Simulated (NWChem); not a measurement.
# Tetragonal strain in BN (zincblende structure): splitting of valleys and valence bands

Everything below was run with NWChem. Level: PBE, default library pseudopotentials (valence charges N 5, B 3), cutoff 40 Ha, shifted 4×4×4 mesh, two-atom cell, no spin-orbit coupling. The cubic cell (a = 3.601 Å, near this level's equilibrium) is stretched by 1 + δ along x and y and by (1 + δ)^−2 along z, at constant volume; symmetry keeps the atoms on their sites. The table gives the lowest empty level on the line to X along z less that along x, and the single valence level at Γ less the pair from which it splits.

| δ | ε_zz − ε_xx | valley splitting (eV) | valence splitting (eV) |
|---|---|---|---|
| -0.020 | 0.0612 | ? | ? |
| -0.010 | 0.0303 | 0.532 | -0.316 |
| -0.005 | 0.0151 | 0.265 | -0.154 |
| 0.005 | -0.0149 | -0.262 | 0.145 |
| 0.010 | -0.0297 | -0.520 | 0.286 |
| 0.020 | -0.0588 | -1.027 | 0.540 |

Problem. The valley splitting goes as Ξᵤ(ε_zz − ε_xx) and, without spin-orbit coupling, the valence splitting as 3b(ε_zz − ε_xx). Fit both through zero and predict the withheld row.

Solution. Ξᵤ ≈ 17.5 eV and 3b ≈ -9.5 eV, so b ≈ -3.2 eV; the rows leave the lines by up to 0.028 eV. Predicted against computed: valley 1.071 against 1.076 eV, valence -0.582 against -0.671 eV.
